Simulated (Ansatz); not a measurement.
**HfH+ (quintet): wave-function methods side by side, def2-QZVPP**

An exercise on one series of results from a longer session: the logs are not shown, and one member is left open.

Method: def2-QZVPP, core rule «outside noble gas», up to 4 orbitals frozen; program: Ansatz 0.2.0, Gaussian basis.

To be run: UHF; ROHF; CCSD(T) on UHF.

## The system

The geometry is a PBE0/def2-TZVP stationary point (not a proven minimum) of the parent state, kept for this charge and spin. No spin-orbit coupling is included. Elements past krypton take def2 core potentials.

2 atoms, charge 1, spin multiplicity 5.

Atoms are counted from 1 here; the program's logs count them from 0.

Bond lengths: Hf1–H2 1.865 Å.

Coordinates:

| atom | x (Å) | y (Å) | z (Å) |
| --- | --- | --- | --- |
| Hf1 | 0.0000 | 0.0000 | 0.0000 |
| H2 | 0.0000 | 0.0000 | 1.8648 |

The first run:

The input, in.yaml:

```yaml
crystal:
  periodic: [false, false, false]
  atoms:
    - {symbol: Hf, position_ang: [0.000000, 0.000000, 0.000000]}
    - {symbol: H, position_ang: [0.000000, 0.000000, 1.864769]}
basis:
  gaussian: {orbitals: "def2-QZVPP.json"}
total_charge: 1
magnetization: {spin_polarized: true, initial_magnetization: 4}
hamiltonian: {xc: hf}
output: {orbitals: {seedname: orbitals}}
```

Launch:

```console
$ ansatz run in.yaml --threads 1 --pin off --events-out ev --progress --plain --max-ram 4096MiB --backend cpu
```

Steps of the session up to this table: UHF; ROHF; CCSD(T) on UHF.

One of the session's tables, all rows but one given; the rest of the session is left out.

```
  method  from UCCSD(T) (meV)
    ROHF                    ?
     UHF               +704.2
    UMP2               +186.0
   UCCSD                +11.8
UCCSD(T)                    0
```

Q: Estimate the row for ROHF from the others.

**Answer.** from UCCSD(T) (meV): +835.6. In the column «from UCCSD(T) (meV)» it is the highest.
